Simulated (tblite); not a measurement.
# CH5O4Si: the cost of one run

Computed with tblite 0.8.0 and PySCF 2.14.0; each step states its level. No surroundings beyond the atoms listed, unless a continuum is named. Atoms count from 0, parts from 1.

### Step 1. The system as given

11 atoms, charge 0, multiplicity 2; geometry: distance geometry start.

### Step 2. Geometry optimisation with GFN2-xTB

The job: settings as JSON, then the geometry in Å.

```
{"job": {"kind": "relax", "xc": "GFN2-xTB", "basis": "xTB"}, "charge": 0, "multiplicity": 2}
C      0.761145     0.600597     1.148228
O      0.912349    -0.079724    -0.047896
Si     0.112899     0.324807    -1.573925
O     -0.498703     0.311443     1.669582
O      1.732960     0.205493     2.044959
O      0.889017     1.977758     0.924061
H      0.180652     1.727356    -1.773311
H     -1.229897    -0.105199    -1.529319
H      0.753060    -0.320821    -2.642511
H     -1.096751     0.973661     2.045862
H      2.701596     0.280665     1.920047
```

Level: GFN2-xTB geometry optimisation, gas phase.

Launch:

```console
$ OMP_NUM_THREADS=1 python cluster_run.py task.json out
```

One launch serves the whole session: the jobs run in the order shown.

Q: Estimate the wall time of this first job on 1 thread of Intel Xeon 6975P-C, shared host.

About 2.2 s.
